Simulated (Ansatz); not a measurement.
**NiMoIrPdW: relaxation of cell and atoms with PBE+D3(BJ)-ATM**

NiMoIrPdW:

```
Ni Mo Pd Ir W
1.0
     2.76078    0.00000    0.00000
    -1.38039    2.39090    0.00000
     0.00000    0.00000   11.34051
Ni Mo Pd Ir W
1 1 1 1 1
Direct
  0.00000 0.00000 0.70917
  0.66667 0.33333 0.29425
  0.66667 0.33333 0.89901
  0.00000 0.00000 0.10604
  0.66667 0.33333 0.52921
```

The cell was built by a generator and needn't be a form met in nature.

```
Program             : Ansatz 0.2.0
Task                : relaxation of cell and atoms
Functional          : PBE
Dispersion          : D3(BJ)-ATM
Potentials or basis : Ansatz PAW
Cutoff              : 420 eV (not typed: the program's choice for these potentials)
k mesh              : 8 × 8 × 2
Occupations         : fermi-dirac, width 0.05 eV
Spin                : collinear spin, ferromagnetic start
Starting moments    : [1.0, 1.0, 0.0, 0.6, 0.0] μB
```

| Item | Value |
| --- | --- |
| Relaxed volume | 14.62 Å³/atom |
| Relaxed cell | a = 2.743 Å, b = 2.743 Å, c = 11.223 Å, α = 90.00°, β = 90.00°, γ = 120.00° |
| Space group after relaxing (to 0.05 Å) | P3m1 (No. 156) |
| Energy gained by relaxing | 6.4 meV/atom |
| Ionic steps | 6 |
| Pressure after relaxing | 0.0 GPa |
| Band gap on the k mesh | none (metal or under the smearing width) |
| Net moment | 0.00 μB per cell |
| Absolute moment | 0.00 μB per cell |

The path:
```csv
step,energy change (eV),largest force (eV/Å),volume (Å³)
1,0.0000,0.2958,74.86
2,-0.0320,0.0298,73.30
3,-0.0325,0.0743,73.08
4,-0.0327,0.0058,73.12
5,-0.0327,0.0014,73.12
6,-0.0320,0.0014,73.12
```

Final structure:
```
CELL_PARAMETERS angstrom
2.74289 0.00000 0.00000
-1.37145 2.37542 0.00000
0.00000 0.00000 11.22317
ATOMIC_POSITIONS crystal
Ni 0.00000 0.00000 0.71032
Mo 0.66667 0.33333 0.29520
Pd 0.66667 0.33333 0.89868
Ir 0.00000 0.00000 0.10385
W 0.66667 0.33333 0.52963
```

Levels at points of the mesh, in eV from the Fermi level:
Spin up:
| k point | band 37 | band 38 | band 39 | band 40 | band 41 | band 42 | band 43 | band 44 |
| --- | --- | --- | --- | --- | --- | --- | --- | --- |
| (0.00, 0.00, 0.00) | -1.47 | -1.47 | -0.98 | -0.90 | -0.90 | -0.11 | -0.11 | 0.08 |
| (0.00, 0.00, -0.50) | -1.37 | -1.37 | -1.13 | -1.00 | -1.00 | 0.00 | 0.00 | 0.18 |
| (0.00, -0.50, 0.00) | -0.51 | -0.38 | -0.06 | 1.00 | 1.01 | 1.23 | 2.07 | 2.12 |
| (0.00, -0.50, -0.50) | -0.38 | -0.06 | 0.15 | 0.81 | 1.06 | 1.25 | 1.31 | 2.61 |
Spin down:
```csv
k point,band 36,band 37,band 38,band 39,band 40,band 41,band 42,band 43,band 44,band 45
"(0.00, 0.00, 0.00)",-1.60,-1.47,-1.47,-0.98,-0.90,-0.90,-0.11,-0.11,0.08,0.25
"(0.00, 0.00, -0.50)",-1.63,-1.37,-1.37,-1.13,-1.00,-1.00,0.00,0.00,0.18,0.18
"(0.00, -0.50, 0.00)",-0.55,-0.51,-0.38,-0.06,1.00,1.01,1.23,2.07,2.12,2.92
"(0.00, -0.50, -0.50)",-0.47,-0.38,-0.06,0.15,0.81,1.06,1.25,1.31,2.61,2.83
```

Wall time 9.9 s on 8 threads of AMD EPYC 9R45 96-Core Processor (Zen 5), on a shared host, peak memory 0.7 GiB.

Caveat: the plane-wave basis is chosen anew once the cell has moved, so the energies of steps on either side of that aren't comparable; pairwise dispersion overbinds metals, which lowers pressure and volume; the starting moments weren't kept. Spin-orbit coupling is left out, which matters for the levels of Ir, W.
